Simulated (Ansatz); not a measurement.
Working through a relaxation of cell and ions of Ba₃PN, space group Pm-3m

With the Ansatz DFT code, driven from Python.

The script reads `ba3pn.cif`:
```cif
data_Ba3PN
_cell_length_a 5.450726
_cell_length_b 5.450726
_cell_length_c 5.450726
_cell_angle_alpha 90.00000
_cell_angle_beta 90.00000
_cell_angle_gamma 90.00000
_symmetry_space_group_name_H-M 'P 1'
_symmetry_Int_Tables_number 1
loop_
_symmetry_equiv_pos_as_xyz
'x, y, z'
loop_
_atom_site_label
_atom_site_type_symbol
_atom_site_fract_x
_atom_site_fract_y
_atom_site_fract_z
Ba1 Ba    0.000000    0.500000    0.500000
Ba2 Ba    0.500000    0.000000    0.500000
Ba3 Ba    0.500000    0.500000    0.000000
P4 P    0.000000    0.000000    0.000000
N5 N    0.500000    0.500000    0.500000
```

Interactive session:
```pycon
>>> from pathlib import Path
>>> import json
>>> import ansatz as az
>>> from ase import Atoms
>>> from ase.data import atomic_numbers
>>> from ase.io import read
>>> from ase.io import write
>>> import numpy as np
>>> import spglib
>>> def edges_and_angles(cell):
...     cell = np.asarray(cell)
...     a, b, c = np.linalg.norm(cell, axis=1)
...     cosines = cell[1] @ cell[2] / (b * c), cell[0] @ cell[2] / (a * c), cell[0] @ cell[1] / (a * b)
...     return (a, b, c, *np.degrees(np.arccos(cosines)))
...
>>> atoms = read("ba3pn.cif")
>>> cell = az.Crystal.from_ase(atoms)
>>> cell.resolved().tree()["lattice"]
((5.450726, 0.0, 0.0), (0.0, 5.450726, 0.0), (0.0, 0.0, 5.450726))
>>> # every cell quantity that the symmetry leaves free
>>> calc = (
...     cell.calculation()
...     .functional("r2SCAN", dispersion="D4")
...     .kpoints(4, 4, 4, center="monkhorst-pack")
...     .scf(self_checks="high")
...     .occupations("fixed")
...     .relax(cell=True)
...     .density()
...     .electron_localization_function()
...     .output_files(volumetric_format="npy")
... )
>>> out = calc.run(events_out="ba3pn.ndjson")
DeckWarning: basis.ecutwfc = 500 eV, auto-derived from the records' recommended cutoffs: set by Ba (their level for a meta-GGA)
>>> with open("ba3pn.ndjson") as stream:
...     events = [json.loads(line) for line in stream]
...
>>> steps = [e["data"] for e in events if e["event"] == "relax_step"]
>>> summary = out.report
>>> summary["mixing_algorithm"], summary["preconditioner"], summary["eigensolver"]
('MSR1', 'Resta', 'band_cg')
>>> for s in steps:
...     flag = "" if s["accepted"] else "  (rejected)"
...     print("step %2d  E = %.5f eV  largest force component = %.4f eV/A%s" % (s["step"], s["lagrangian_ev"], s["allowed_force_max_ev_ang"], flag))
...
step  1  E = -19041.85884 eV  largest force component = 0.0000 eV/A
step  2  E = -19041.89622 eV  largest force component = 0.0000 eV/A
step  3  E = -19041.90834 eV  largest force component = 0.0000 eV/A
step  4  E = -19041.90843 eV  largest force component = 0.0000 eV/A
step  5  E = -19041.90806 eV  largest force component = 0.0000 eV/A
>>> first, last = steps[0], steps[-1]
>>> symbols = [site.symbol for site in out.lattice.sites]
>>> print(f"energy gained {first['lagrangian_ev'] - last['lagrangian_ev']:.4f} eV in {len(steps) - 1} steps")
energy gained 0.0492 eV in 4 steps
>>> for label, vectors in (("before", first["cell_ang"]), ("after", out.lattice.cell_ang)):
...     print(label, "a b c (A) {:.4f} {:.4f} {:.4f}  angles {:.2f} {:.2f} {:.2f}".format(*edges_and_angles(vectors)), f" V = {abs(np.linalg.det(vectors)):.3f} A^3")
...
before a b c (A) 5.4507 5.4507 5.4507  angles 90.00 90.00 90.00  V = 161.943 A^3
after a b c (A) 5.3628 5.3628 5.3628  angles 90.00 90.00 90.00  V = 154.229 A^3
>>> print("final stress xx yy zz (GPa, compression positive):", np.round(np.diag(summary["stress_gpa"]), 3) + 0.0)
final stress xx yy zz (GPa, compression positive): [-0.003 -0.003 -0.003]
>>> relaxed = Atoms(symbols, positions=[site.position_ang for site in out.lattice.sites], cell=out.lattice.cell_ang, pbc=True)
>>> write("relaxed.vasp", relaxed, format="vasp")
>>> fractions = [site.position_frac for site in out.lattice.sites]
>>> numbers = [atomic_numbers[s] for s in symbols]
>>> for tolerance in (1e-3, 1e-2, 1e-1):
...     print(f"space group at {tolerance} A:", spglib.get_spacegroup((out.lattice.cell_ang, fractions, numbers), symprec=tolerance))
...
space group at 0.001 A: Pm-3m (221)
space group at 0.01 A: Pm-3m (221)
space group at 0.1 A: Pm-3m (221)
>>> print("%-22s %14.5f eV" % ("F = E - TS", summary["free_energy_ev"]))
F = E - TS               -19041.90806 eV
>>> print("%-22s %14.5f eV" % ("E", summary["internal_energy_ev"]))
E                        -19041.90806 eV
>>> print("%-22s %14.5f eV" % ("Harris-Foulkes", summary["harris_foulkes_ev"]))
Harris-Foulkes           -19041.90806 eV
>>> print("%-22s %14.5f eV" % ("Fermi level", summary["fermi_energy_ev"]))
Fermi level                   8.14427 eV
>>> used = summary["setup"]
>>> print("cutoffs (eV):", used["ecut_ev"], used["ecutrho_ev"], " FFT grid:", used["fft_dense"])
cutoffs (eV): 500.0 2000.0  FFT grid: [40, 40, 40]
>>> print("cell volume {:.3f} A^3, {} symmetry operations".format(used["cell_volume_ang3"], used["n_sym_ops"]))
cell volume 154.229 A^3, 48 symmetry operations
>>> # ELF is 0.5 in a uniform gas and nears 1 where pairs localise
>>> folder = Path(out.write_results("elf"))
>>> elf = np.load(folder / "elf.npy")
>>> peak = np.unravel_index(elf.argmax(), elf.shape)
>>> print(f"largest ELF {elf.max():.3f} at grid fractions", np.round(np.array(peak) / elf.shape, 3))
largest ELF 0.882 at grid fractions [0.5   0.925 0.65 ]
>>> for level in (0.2, 0.5, 0.7, 0.8, 0.9):
...     print(f"share of the cell with ELF over {level}: {np.mean(elf > level):.3f}")
...
share of the cell with ELF over 0.2: 0.542
share of the cell with ELF over 0.5: 0.365
share of the cell with ELF over 0.7: 0.240
share of the cell with ELF over 0.8: 0.143
share of the cell with ELF over 0.9: 0.000
```

`relaxed.vasp`, as written:
```text
Ba P  N
 1.0000000000000000
     5.3627608896853109    0.0000000000000000    0.0000000000000000
     0.0000000000000000    5.3627608896853109   -0.0000000000000000
     0.0000000000000000   -0.0000000000000000    5.3627608896853109
 Ba  P   N
   3   1   1
Cartesian
  0.0000000000000000  2.6813804448426555  2.6813804448426555
  2.6813804448426555  0.0000000000000000  2.6813804448426555
  2.6813804448426555  2.6813804448426555  0.0000000000000000
  0.0000000000000000 -0.0000000000000000 -0.0000000000000000
  2.6813804448426555  2.6813804448426555  2.6813804448426555
```

Notes:
- These settings explore the input space; cutoff and mesh may be short of convergence.
- Forces vanish by symmetry, so the ions can't move, and the end may be a saddle.
- The Fermi level of a run with fixed occupations marks the highest occupied state on its mesh, not mid-gap.
- The zero of the levels is a convention of the potentials, so an absolute Fermi energy is no work function.
- Energies along a relaxation are free energies. Rows at an unchanged volume are solved on a plane-wave basis chosen afresh for that cell, so the energy jumps there and such rows are no steps of the walk.
- Grid values close to the nuclei reflect the PAW or pseudopotential construction, not the all-electron fields.
- The structure comes from a database of computed cells and needn't be a stable or known phase.
- Warnings are shown shortened and without file and line.
- Wall time of the script: 7.6 s on 1 thread of AMD EPYC 9R45 96-Core Processor (Zen 5), on a shared host, peak memory 0.8 GiB.

(Lines on the test bed's own set-up are left out of the output.)
